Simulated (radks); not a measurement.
**Nuclear size and the levels of Br³⁺**

One table from this session's results is given with a row withheld; the runs are named, their logs left out.

The numbers are computed with radks (a radial shooting solver on a logarithmic mesh, Libxc functionals) version 1 (Dirac Kohn-Sham, PBE, spin-unpolarised, spherical densities, finite nucleus; open shells fill j = l - 1/2 first), except any that are marked as measured or tabulated.

## What is computed

```
element            : bromine (Z = 35)
charge             : +3
electrons          : 32
configuration      : [Ar] 3d10 4s2 4p2
nuclear rms radius : 4.1629 fm
```

The first run:

The run's settings:

```text
Z 35
configuration [Ar] 3d10 4s2 4p2 5s0 4d0
relativity Dirac
functional pbe,pbe
spin unpolarised
j_filling energy
nucleus finite rms 4.1629 fm
c 137.035999084
```

Steps of the session up to this table: rms radius 4.1629 fm.

One table of the session follows, with a row left open; its other results are not shown here.

Sizes of the orbitals, from the radial functions (bohr):

```
level     <r>  outermost maximum (interpolated)  90 % within  nodes
3d3/2  0.5851                             0.429        0.963      0
3d5/2  0.5891                             0.432        0.969      0
4s1/2   1.548                              1.37         2.26      3
4p1/2       ?                                 ?            ?      ?
4p3/2   1.776                              1.55         2.62      2
4d3/2   2.490                              2.11         3.75      1
4d5/2   2.499                              2.12         3.77      1
5s1/2   3.498                              3.31         4.96      4
```

Estimate the missing values for 4p1/2.

The run gave: <r>: 1.750; outermost maximum (interpolated): 1.52; 90 % within: 2.59; nodes: 2. In the column «<r>» it lies between 4s1/2 (1.548) and 4p3/2 (1.776).
